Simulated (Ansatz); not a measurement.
# B2O: how well frozen cores do

Aim: solve B2O at one geometry with full-potential LAPW, frozen-core PAW and all-electron PAW on datasets made for the crystal, and see where they agree.

Program: Ansatz 0.2.0. Level of theory: DFT PBE, scalar-relativistic. These are calculated values, not measurements.

## (1) The system as given

It takes space group P-3m1 (No. 164, trigonal). The conventional cell has a = 2.879 Å, b = 2.879 Å, c = 7.052 Å, α = 90.00°, β = 90.00°, γ = 120.00°. B (site symmetry 3m) is surrounded by 1 B at 1.69 Å and 3 O at 1.74 Å. Around B (site symmetry 3m) lie 3 B at 1.69 Å. O (site symmetry 3m) has 4 B at 1.74 to 2.00 Å as nearest neighbours.

Structure file:

```xyz
6
Lattice="2.8790 0.0000 0.0000 -1.4395 2.4933 0.0000 0.0000 0.0000 7.0520" Properties=species:S:1:pos:R:3 pbc="T T T"
B     0.0000    0.0000    2.6798
B     0.0000    0.0000    4.3722
B     1.4395    0.8311    0.1622
B     0.0000    1.6622    6.8898
O     1.4395    0.8311    2.1579
O     0.0000    1.6622    4.8941
```

The geometry is a database entry used as it stands. It may stem from high pressure or temperature, or be incomplete, so it serves as a test cell.

Atoms are numbered in the order of the input: B1, B2, B3, B4, O5, O6.

## (2) Full-potential LAPW

input.yaml

```yaml
crystal:
  lattice:
    - [2.8790012395, 0.0, 0.0]
    - [-1.4395006198, 2.4932882109, 0.0]
    - [0.0, 0.0, 7.052]
  atoms:
    - { symbol: B, position: [0.0, 0.0, 0.38] }
    - { symbol: B, position: [0.0, 0.0, 0.62] }
    - { symbol: B, position: [0.6666666667, 0.3333333333, 0.023] }
    - { symbol: B, position: [0.3333333333, 0.6666666667, 0.977] }
    - { symbol: O, position: [0.6666666667, 0.3333333333, 0.306] }
    - { symbol: O, position: [0.3333333333, 0.6666666667, 0.694] }
kpoints:
  mp_grid: { grid: [8, 8, 3] }
  band_path:
    path:
      - [0.0, 0.0, 0.0]
      - [0.5, 0.0, 0.0]
      - [0.3333333333, 0.3333333333, 0.0]
      - [0.0, 0.0, 0.0]
      - [0.0, 0.0, 0.5]
      - [0.5, 0.0, 0.5]
      - [0.3333333333, 0.3333333333, 0.5]
      - [0.0, 0.0, 0.5]
      - [0.5, 0.0, 0.5]
    npoints: 8
scf:
  occupations: { method: fermi_dirac, width: 0.02 }
hamiltonian:
  xc: pbe
  pseudopotentials: { kind: all_electron, lapw: { basis_error: 0.001 } }
output:
  forces: true
  stress: true
  eigenvalues: true
  fatbands: true
  populations: true
  dos: { projected: true, de: 0.2, e_range: [-14, 8] }
```

The program printed:

```text
B: projections on atomic orbitals take those of the free atom 1s2 2s2 2p1, of charge +0.00 (hamiltonian.pseudopotentials.projection_atoms)
O: projections on atomic orbitals take those of the free atom 1s2 2s2 2p4, of charge +0.00 (hamiltonian.pseudopotentials.projection_atoms)
LAPW: plane waves up to 9.911 Å⁻¹, error target 1.0e-3 eV per atom; small_component_spin mean_spin; B in spheres of 0.794 Å, 5 of its electrons in bands, Dirac shells []; O in spheres of 0.948 Å, 8 of its electrons in bands, Dirac shells []
Engine: ansatz 0.2.0
Pseudopotentials: kind: all_electron
Pseudopotential: B, LAPW, valence charge 5, Koelling and Harmon's equation, gaussian nucleus
Pseudopotential: O, LAPW, valence charge 8, Koelling and Harmon's equation, gaussian nucleus
Functional definition: PBE
  parameter kappa = 0.804
  parameter beta = 0.06672455060314922
  exchange = pbe_x(kappa = kappa, mu = beta*pi^2/3)
  correlation = pbe_c(beta = beta)
Crystal: 6 atoms, lattice volume = 50.621 Å³
Basis set: ecut = 374.2630934834843 eV, 845 PW (Γ), exchange–correlation at level 2
Bands: 24, of which v1, the nominal top of the filled ones, is band 18 counted from 1 (17 counted from 0)
Symmetry: 12 space group operations
Space group: P-3m1 (ITA 164), of the structure as read, at distance tolerance 3.7e-5 Å
k-points: 25 of 192
Non-local potential: B, projectors of the file, none
Non-local potential: O, projectors of the file, none
Initial density: superposition of atomic densities (chi_scale 0.1, normalization cell, long waves 83 % of neutral atoms (reshape's long-wave potential 1.83 eV rms, cloud 1.50 Å wide))
Initial wavefunctions: plane waves of lowest kinetic energy (no species holds an atomic orbital)
Functional: x = pbe(κ = 0.804, μ = 0.2195149727645171), c = pbe(β = 0.06672455060314922)
iter 1 solved again at ethr=3.88e-2 eV; its pass at ethr=1.00e-1 eV (dr2=1.40e1 eV) is discarded
SCF iter   1: F=—  HF=-6801.469756 eV  |F-HF|=—  |Δ(HF+E_count)|=         —  Δρ=1.17e-1  dr2=1.40e1  ethr=3.88e-2  ⟨swp⟩=2.1  Hψ=3903  notcnv=0
preconditioner: auto → none  [insulator: Δε(μ)=0.328 eV  Ē_g=13.336 eV  σ=0.020 eV  W_gap=0.79  n_scr=10 (ndim 8)  ℏωp=25.6 eV  f_vac=0.000  D(μ)=0.43/eV (n_scr^D=2)  ε∞_Penn≈4.7]
SCF iter   2: F=—  HF=-6804.650935 eV  |F-HF|=—  |Δ(HF+E_count)|=    3.18e0  Δρ=1.32e-1  dr2=7.09e1  ethr=3.88e-2  ⟨swp⟩=3.1  Hψ=1956  notcnv=0  recentre
SCF iter   3: F=—  HF=-6799.348605 eV  |F-HF|=—  |Δ(HF+E_count)|=    5.30e0  Δρ=7.68e-2  dr2=8.73e0  ethr=3.88e-2  ⟨swp⟩=3.0  Hψ=1946  notcnv=0
iter 4 solved again at ethr=2.33e-3 eV; its pass at ethr=2.43e-2 eV (dr2=8.37e-1 eV) is discarded
SCF iter   4: F=—  HF=-6797.503610 eV  |F-HF|=—  |Δ(HF+E_count)|=    1.84e0  Δρ=2.55e-2  dr2=8.32e-1  ethr=2.33e-3  ⟨swp⟩=2.0  Hψ=2989  notcnv=0
SCF iter   5: F=—  HF=-6797.423879 eV  |F-HF|=—  |Δ(HF+E_count)|=         —  Δρ=1.64e-2  dr2=6.21e-1  ethr=2.31e-3  ⟨swp⟩=3.0  Hψ=1771  notcnv=0
the basis was enlarged: its passes take 507.2 KiB over the memory plan, 2 of 2 planned eigensolver slots
SCF iter   6: F=—  HF=-6797.471973 eV  |F-HF|=—  |Δ(HF+E_count)|=   4.81e-2  Δρ=1.60e-2  dr2=6.65e-1  ethr=1.73e-3  ⟨swp⟩=3.0  Hψ=1750  notcnv=0
SCF iter   7: F=—  HF=-6797.454379 eV  |F-HF|=—  |Δ(HF+E_count)|=   1.76e-2  Δρ=1.48e-2  dr2=5.90e-1  ethr=1.73e-3  ⟨swp⟩=2.0  Hψ=1525  notcnv=0
SCF iter   8: F=—  HF=-6797.375907 eV  |F-HF|=—  |Δ(HF+E_count)|=   7.85e-2  Δρ=5.72e-3  dr2=9.56e-2  ethr=1.64e-3  ⟨swp⟩=2.0  Hψ=1625  notcnv=0
SCF iter   9: F=—  HF=-6797.371901 eV  |F-HF|=—  |Δ(HF+E_count)|=   4.01e-3  Δρ=3.46e-3  dr2=2.95e-2  ethr=2.66e-4  ⟨swp⟩=2.4  Hψ=1685  notcnv=0
SCF iter  10: F=—  HF=-6797.369619 eV  |F-HF|=—  |Δ(HF+E_count)|=   2.28e-3  Δρ=1.14e-3  dr2=2.17e-3  ethr=8.20e-5  ⟨swp⟩=2.0  Hψ=1591  notcnv=0
SCF iter  11: F=—  HF=-6797.369654 eV  |F-HF|=—  |Δ(HF+E_count)|=   3.48e-5  Δρ=1.03e-3  dr2=3.14e-3  ethr=6.01e-6  ⟨swp⟩=2.8  Hψ=1592  notcnv=0
SCF iter  12: F=—  HF=-6797.369440 eV  |F-HF|=—  |Δ(HF+E_count)|=   2.14e-4  Δρ=3.61e-4  dr2=2.75e-4  ethr=6.01e-6  ⟨swp⟩=2.0  Hψ=1532  notcnv=0
SCF iter  13: F=—  HF=-6797.369410 eV  |F-HF|=—  |Δ(HF+E_count)|=   2.93e-5  Δρ=1.11e-4  dr2=2.35e-5  ethr=7.65e-7  ⟨swp⟩=2.0  Hψ=1532  notcnv=0
SCF iter  14: F=—  HF=-6797.369408 eV  |F-HF|=—  |Δ(HF+E_count)|=   2.17e-6  Δρ=8.03e-6  dr2=1.12e-7  ethr=6.53e-8  ⟨swp⟩=2.0  Hψ=1532  notcnv=0
SCF iter  15: F=-6797.369408 eV  HF=-6797.369408 eV  |F-HF|=4.09e-8  |Δ(HF+E_count)|=   1.61e-9  Δρ=3.48e-6  dr2=4.24e-8  ethr=3.12e-10  ⟨swp⟩=2.9  Hψ=1588  notcnv=0
SCF 1 converged in 15 iterations: F = -6797.369408 eV  dr2 = 4.24e-8
NSCF: frozen V_eff on 65 k-points
SCF converged after 15 iterations
Free energy (F): -6797.369408 eV
Harris-Foulkes:  -6797.369408 eV  (|F-HF|=4.09e-8)
Internal energy: -6797.365532 eV  (E = F + TS)
E sigma→0 (E₀):  -6797.367470 eV
Entropy (-TS):   -0.003876 eV (-0.646 meV/atom)
Fermi energy:    9.074074 eV
--- Per-component energies (eV) ---
  E_band       = -3347.153730
  E_kinetic    = 6760.127788
  E_xc         = -900.137001
  E_electrostatic = -12657.356319  (all electrons and nuclei)
  E_smearing   = -0.003876  (= −TS)
  E_closure    = 0.000000  (closes the sum)
  E_atoms      = -6759.755254  (free atoms, spherical and without spin; not in F)
  Σ components = -6797.369408   (vs F -6797.369408, Δ=0.00e0)
  Basis errors (estimates in eV, not in F): energy 5.7e-4 per atom: plane waves 5.3e-4 (3.3e-4 summed), levels above the bands 7.0e-121, relativity 3.4e-8, radial functions 3.2e-5, core shells 0.0e0; eigenvalues (radial functions only) 4.1e-6; not estimated: angular momenta, meshes, grids; target (lapw.basis_error) 1.0e-3; muffin-tin radii B 0.794 Å, O 0.948 Å
--- Forces (eV/Å), atoms counted from 1 ---
  atom   1  B      0.00000000     0.00000000     0.06035616
  atom   2  B     -0.00000000    -0.00000000    -0.06035616
  atom   3  B      0.00000000    -0.00000000    -0.12510531
  atom   4  B     -0.00000000     0.00000000     0.12510531
  atom   5  O      0.00000000    -0.00000000    -0.11296855
  atom   6  O     -0.00000000     0.00000000     0.11296855
  max |Σ_I F_I| component: 4.63e-18 eV/Å
--- Stress (GPa, compression-positive) ---
      -28.667037      -0.000000      -0.000000
       -0.000000     -28.667037       0.000000
       -0.000000       0.000000       0.112475
  P = ⅓ Tr σ = -19.0739 GPa (-190.739 kbar)
--- Band table (eV; the first three rows and the last of 25) ---
  k-point 0: bands = ["-501.0683", "-501.0683", "-168.4640", "-168.4562", "-163.4112", "-163.3866", "-14.4194", "-13.9083", "-3.4302", "-0.6115", "0.9678", "2.1079", "2.1079", "2.2390", "2.2390", "5.9375", "7.6353", "9.5723", "10.1557", "10.7337", "10.7337", "11.6088", "11.6088", "14.5753"]
  k-point 1: bands = ["-501.0683", "-501.0683", "-168.4640", "-168.4562", "-163.4112", "-163.3865", "-14.4080", "-13.9229", "-3.0046", "-1.8039", "2.1007", "2.1007", "2.2471", "2.2471", "2.4667", "4.6858", "8.3429", "9.2235", "10.3278", "10.6451", "10.6451", "11.7355", "11.7355", "14.5292"]
  k-point 2: bands = ["-501.0683", "-501.0683", "-168.4640", "-168.4562", "-163.4104", "-163.3874", "-14.2664", "-13.7808", "-3.1634", "-0.6873", "0.9841", "1.3619", "1.6660", "1.8032", "2.1018", "5.9327", "8.1479", "9.5986", "9.8675", "10.1461", "10.6513", "11.6526", "11.9689", "14.3034"]
  k-point 24: bands = ["-501.0683", "-501.0683", "-168.4640", "-168.4562", "-163.4006", "-163.3972", "-12.9515", "-12.8856", "-2.8246", "-1.8097", "-0.9574", "-0.6706", "1.1069", "1.3769", "3.3335", "3.8282", "4.1782", "5.4517", "10.8802", "11.9088", "12.8763", "13.1610", "13.4107", "13.8190"]
--- Löwdin populations: 6 sites ---
  site symbol       q [e]
     0      B      4.6270
     1      B      4.6270
     2      B      5.0510
     3      B      5.0510
     4      O      8.2710
     5      O      8.2710
  spilling = 0.002832 (of n_electrons = 36.000000)
```

Wall time 15 s (2 threads, shared host).

Read from it: pressure -19.07 GPa; no gap; largest force 0.125 eV/Å.

Levels at the path's labelled points, in eV from the Fermi level:

```
point  band 15  band 16  band 17  band 18  band 19  band 20  band 21
    Γ    -6.84    -3.14    -1.44     0.50     1.08     1.66     1.66
    M    -5.73    -5.55    -5.09    -1.04     0.04     1.37     3.03
    K    -5.84    -4.76    -4.76    -4.02     1.98     1.98     4.18
    Γ    -6.84    -3.14    -1.44     0.50     1.08     1.66     1.66
    A    -5.84    -5.11    -0.46    -0.04     1.30     1.55     1.55
    L    -6.60    -6.15    -4.09    -1.00    -0.20     1.58     3.22
    H    -5.40    -5.08    -5.08    -4.50     2.67     2.67     4.15
    A    -5.84    -5.11    -0.46    -0.04     1.30     1.55     1.55
    L    -6.60    -6.15    -4.09    -1.00    -0.20     1.58     3.22
```

States per cell in windows of 1 eV (zero at the Fermi level; grid of 0.20 eV, so sharp peaks spill over the borders):

```
from  to  total  B 2p  O 2p  B 2s
 -10  -9   1.86  0.50  1.04  0.29
  -9  -8   3.02  0.75  1.95  0.30
  -8  -7   3.07  0.60  2.29  0.16
  -7  -6   1.45  0.42  0.81  0.18
  -6  -5   1.38  0.75  0.40  0.21
  -5  -4   1.43  0.73  0.45  0.22
  -4  -3   1.15  0.63  0.33  0.17
  -3  -2   0.64  0.52  0.04  0.08
  -2  -1   0.91  0.80  0.03  0.06
  -1   0   0.86  0.69  0.05  0.05
   0   1   1.84  1.30  0.13  0.15
   1   2   1.80  1.17  0.17  0.22
   2   3   2.14  1.28  0.35  0.35
   3   4   2.40  1.35  0.57  0.40
   4   5   2.18  1.12  0.60  0.35
```

## (3) Frozen-core PAW

input.yaml, as its differences from that of step 2:

```diff
@@ -30,3 +30,3 @@
   xc: pbe
-  pseudopotentials: { kind: all_electron, lapw: { basis_error: 0.001 } }
+  pseudopotentials: { kind: paw }
 output:
@@ -35,4 +35,5 @@
   eigenvalues: true
-  fatbands: true
+  efg: { contact_densities: true }
   populations: true
+  bader: true
   dos: { projected: true, de: 0.2, e_range: [-14, 8] }
```

The program printed:

```text
[... 1 set-up line as earlier in the session ...]
Pseudopotentials: kind: paw
Pseudopotential: B, paw, valence charge 3, recommended cutoff 420 eV (normal)
Pseudopotential: O, paw, valence charge 6, recommended cutoff 420 eV (normal)
[... 5 set-up lines as earlier in the session ...]
Crystal: 6 atoms, lattice volume = 50.621 Å³
Basis set: ecut = 420 eV, 995 PW (Γ), exchange–correlation on 40×40×96 points (8 copies of the dense FFT grid, shifted against one another)
Bands: 18, of which v1, the nominal top of the filled ones, is band 12 counted from 1 (11 counted from 0)
[... 2 set-up lines as earlier in the session ...]
k-points: 25 of 192
Non-local potential: B, projectors of the file, l = 0: 2, l = 1: 2, l = 2: 1
Non-local potential: O, projectors of the file, l = 0: 2, l = 1: 2, l = 2: 1
PAW form: soft (Blöchl's): semilocal exchange-correlation on the pseudo side does not see the compensation charge
PAW one-centre angular grid: B, 110 points (default); XC on 64 Gauss nodes
PAW one-centre angular grid: O, 110 points (default); XC on 64 Gauss nodes
Initial density: superposition of atomic densities (neutral atoms: chi_scale 0, normalization atom), corrected by the library's trained network
Initial wavefunctions: pseudopotential atomic-orbital guess
[... 1 set-up line as earlier in the session ...]
SCF iter   1: F=—  HF=-1754.381373 eV  |F-HF|=—  |Δ(HF+E_count)|=         —  Δρ=1.38e-2  dr2=8.14e-2  ethr=1.77e-3  ⟨swp⟩=5.7  Hψ=2181  notcnv=0  defer=1
preconditioner: auto → none  [insulator: Δε(μ)=0.071 eV  Ē_g=12.747 eV  σ=0.020 eV  W_gap=0.66  n_scr=4 (ndim 8)  ℏωp=25.6 eV  f_vac=0.000  D(μ)=2.46/eV (n_scr^D=24)  ε∞_Penn≈5.0]
SCF iter   2: F=—  HF=-1754.365970 eV  |F-HF|=—  |Δ(HF+E_count)|=   1.54e-2  Δρ=5.88e-3  dr2=1.25e-2  ethr=3.39e-4  ⟨swp⟩=2.0  Hψ=767  notcnv=0  defer=25
SCF iter   3: F=—  HF=-1754.364163 eV  |F-HF|=—  |Δ(HF+E_count)|=   1.81e-3  Δρ=6.37e-4  dr2=2.86e-4  ethr=5.21e-5  ⟨swp⟩=2.7  Hψ=768  notcnv=0  defer=25
SCF iter   4: F=—  HF=-1754.364173 eV  |F-HF|=—  |Δ(HF+E_count)|=   9.64e-6  Δρ=1.75e-4  dr2=9.65e-6  ethr=1.19e-6  ⟨swp⟩=2.1  Hψ=626  notcnv=0  defer=25
SCF iter   5: F=—  HF=-1754.364174 eV  |F-HF|=—  |Δ(HF+E_count)|=   1.25e-6  Δρ=3.43e-5  dr2=5.87e-7  ethr=4.02e-8  ⟨swp⟩=2.8  Hψ=734  notcnv=0  defer=25
SCF iter   6: F=-1754.364174 eV  HF=-1754.364174 eV  |F-HF|=4.96e-9  |Δ(HF+E_count)|=   1.23e-7  Δρ=5.39e-6  dr2=8.20e-9  ethr=4.17e-10  ⟨swp⟩=8.2  Hψ=2010  notcnv=0
SCF 1 converged in 6 iterations: F = -1754.364174 eV  dr2 = 8.20e-9
NSCF: frozen V_eff on 65 k-points
SCF converged after 6 iterations
Free energy (F): -1754.364174 eV
Harris-Foulkes:  -1754.364174 eV  (|F-HF|=4.96e-9)
Internal energy: -1754.360351 eV  (E = F + TS)
E sigma→0 (E₀):  -1754.362262 eV
Entropy (-TS):   -0.003824 eV (-0.637 meV/atom)
Fermi energy:    8.861699 eV
--- Per-component energies (eV) ---
  E_band       = -20.512092
  E_kinetic    = 523.853582
  E_local      = -836.952378  (includes V_loc(G=0)·N_el)
  E_nonlocal   = 143.633259
  E_hartree    = 280.443587
  E_xc         = -269.346176
  E_vxc        = -332.044936  (∫ρ·V_xc dr)
  E_paw        = -628.416241  (= ΣΔE_a)
  E_vpaw       = -79.892421  (= ΣTr[D̂ρ^β])
  E_aug_tail   = 0.004688  (compensation charges beyond the density's cutoff)
  E_ewald      = -967.580672
  E_smearing   = -0.003824  (= −TS)
  E_closure    = -0.000000  (closes the sum)
  Σ components = -1754.364174   (vs F -1754.364174, Δ=0.00e0)
--- Forces (eV/Å), atoms counted from 1 ---
  atom   1  B      0.00000000    -0.00000000     0.06105132
  atom   2  B     -0.00000000     0.00000000    -0.06105132
  atom   3  B     -0.00000000    -0.00000000    -0.12930786
  atom   4  B      0.00000000     0.00000000     0.12930786
  atom   5  O      0.00000000    -0.00000000    -0.11851978
  atom   6  O     -0.00000000     0.00000000     0.11851978
  max |Σ_I F_I| component: 4.16e-17 eV/Å
--- Stress (GPa, compression-positive) ---
      -28.606271      -0.000000      -0.000000
       -0.000000     -28.606271       0.000000
       -0.000000       0.000000       0.155335
  P = ⅓ Tr σ = -19.0191 GPa (-190.191 kbar)
--- PAW observables at the nuclei: V_zz in 10²¹ V/m², potentials from the cell's mean, atoms counted from 1 ---
  atom   1  B  V_zz =    -2.541898   η = 0.0000   by run symmetry: allowed
            electrostatic potential = -320.241867 V   contact ρ = 486.722018 e/Å³
  atom   2  B  V_zz =    -2.541898   η = 0.0000   by run symmetry: allowed
            electrostatic potential = -320.241867 V   contact ρ = 486.722018 e/Å³
  atom   3  B  V_zz =    +3.782425   η = 0.0000   by run symmetry: allowed
            electrostatic potential = -325.830305 V   contact ρ = 487.929118 e/Å³
  atom   4  B  V_zz =    +3.782425   η = 0.0000   by run symmetry: allowed
            electrostatic potential = -325.830305 V   contact ρ = 487.929118 e/Å³
  atom   5  O  V_zz =    -8.890985   η = 0.0000   by run symmetry: allowed
            electrostatic potential = -618.809423 V   contact ρ = 2160.670019 e/Å³
  atom   6  O  V_zz =    -8.890985   η = 0.0000   by run symmetry: allowed
            electrostatic potential = -618.809423 V   contact ρ = 2160.670019 e/Å³
--- Band table (eV; the first three rows and the last of 25) ---
  k-point 0: bands = ["-14.6329", "-14.1219", "-3.6406", "-0.8186", "0.7553", "1.8963", "1.8963", "2.0269", "2.0269", "5.7275", "7.4178", "9.3534", "9.9377", "10.5221", "10.5221", "11.4022", "11.4022", "14.3670"]
  k-point 1: bands = ["-14.6215", "-14.1366", "-3.2152", "-2.0123", "1.8893", "1.8893", "2.0352", "2.0352", "2.2558", "4.4751", "8.1244", "9.0082", "10.1085", "10.4345", "10.4345", "11.5277", "11.5277", "14.3208"]
  k-point 2: bands = ["-14.4798", "-13.9943", "-3.3736", "-0.8952", "0.7715", "1.1502", "1.4542", "1.5917", "1.8899", "5.7247", "7.9328", "9.3850", "9.6494", "9.9345", "10.4333", "11.4430", "11.7615", "14.0941"]
  k-point 24: bands = ["-13.1640", "-13.0982", "-3.0356", "-2.0230", "-1.1681", "-0.8824", "0.8944", "1.1647", "3.1279", "3.6173", "3.9708", "5.2403", "10.6688", "11.6981", "12.6599", "12.9466", "13.1913", "13.6033"]
--- Löwdin populations: 6 sites ---
  site symbol       q [e]
     0      B      2.6316
     1      B      2.6316
     2      B      3.0519
     3      B      3.0519
     4      O      6.2647
     5      O      6.2647
  spilling = 0.004319 (of n_electrons = 24.000000)
--- Bader charges: 6 sites ---
  site symbol  charge [e]  shift [e]
     0      B      1.2984     0.0010
     1      B      1.2983     0.0010
     2      B      0.0899     0.0010
     3      B      0.0899     0.0010
     4      O     -1.3883     0.0001
     5      O     -1.3883     0.0001
  estimated error of the sums over rays = 6.2e-4 e
```

It took 33 s on 2 threads, shared host.

Read from it: pressure -19.02 GPa; no gap; largest force 0.129 eV/Å; Vzz B1 -2.54 (η = 0.00), B3 3.78 (η = 0.00), O5 -8.89 (η = 0.00) (10²¹ V/m²).

```
atom  Bader charge (e)  basin volume (Å³)
  B1             +1.30               4.99
  B3             +0.09               8.48
  O5             -1.39              11.84
```

[end of part 1 of 2]
